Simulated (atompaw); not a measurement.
# Pseudopotential generation for Ni: PAW (atompaw), LDA (PW92)

Do these settings give a usable potential? It is generated, then checked for scattering, ghosts and hardness.

Program: atompaw 4.2.0.5. Reference atom: LDA (PW92), scalar-relativistic, spherical and spin-unpolarised. All values are calculated.

## (1) The design

The settings as typed:

| Property | Result |
| --- | --- |
| element | nickel (Ni, Z = 28) |
| type | PAW |
| frozen core | [Ne] 3s2 |
| valence charge | 16 |
| reference configuration | 3p6 3d8 4s1 4p0 (charge +1) |
| partial waves | 4s (bound): rc 2.15 bohr; 4s channel at -0.55 Ry: rc 2.15 bohr; 3p (bound): rc 1.05 bohr; 4p (bound, empty): rc 1.50 bohr; 3d (bound): rc 0.80 bohr; 3d channel at -0.5 Ry: rc 0.80 bohr |
| local potential | bessel scheme, radius 1.55 bohr |
| core correction | smooth core density matched at 1.80 bohr |
| augmentation charge | besselshape compensation charge, radius 1.75 bohr; PAW radius 2.15 bohr; waves and projectors: custom rrkj vanderbiltortho |

## (2) Generation

Ni.input

```
Ni 28
LDA-PW scalarrelativistic loggrid 1500 logderivrange -8 5 326
4 4 3 0 0 0
4 0 1
4 1 0
3 2 8
0 0 0
c
c
c
v
c
v
v
v
2
2.15 1.75 1.55 1.80
y
-0.55
n
n
y
-0.5
n
custom rrkj vanderbiltortho besselshape
bessel
2.15
2.15
1.05
1.50
0.80
0.80
PWSCFOUT
UPFDX 0.0125d0 UPFXMIN -7.d0 UPFZMESH 28.d0
END
```

On the command line:

```bash
$ atompaw < Ni.input > Ni.log
```

Before running it: what results should come out? Wanted: cutoffs for 10 and 1 mRy, occupied levels; bound ghosts; largest phase difference near zero energy, channels read; lowest eigenvalue of the overlap; share of valence orbitals outside the PAW sphere; UPF file.

The runs gave:

```
                                                quantity                             value
               cutoffs for 10 and 1 mRy, occupied levels                 230 Ry and 300 Ry
                                            bound ghosts                        none found
largest phase difference near zero energy, channels read                         0.002 rad
         lowest eigenvalue of the overlap (Bessel basis)                         0.050 (p)
        share of valence orbitals outside the PAW sphere  4s 61 %, 3p 0 %, 4p 81 %, 3d 4 %
                                                UPF file                           written
```

In words: By its cutoff, 230 Ry for the looser tolerance, it is very hard. The slowest occupied level is 3d: taken alone it needs 230 Ry to come within 1 mRy, against 100 Ry for 3p. It is free of bound ghosts as far as tested. Near zero energy the phases of the channels with partial waves agree within 0.002 rad. All of this concerns the isolated atom, not yet a solid.
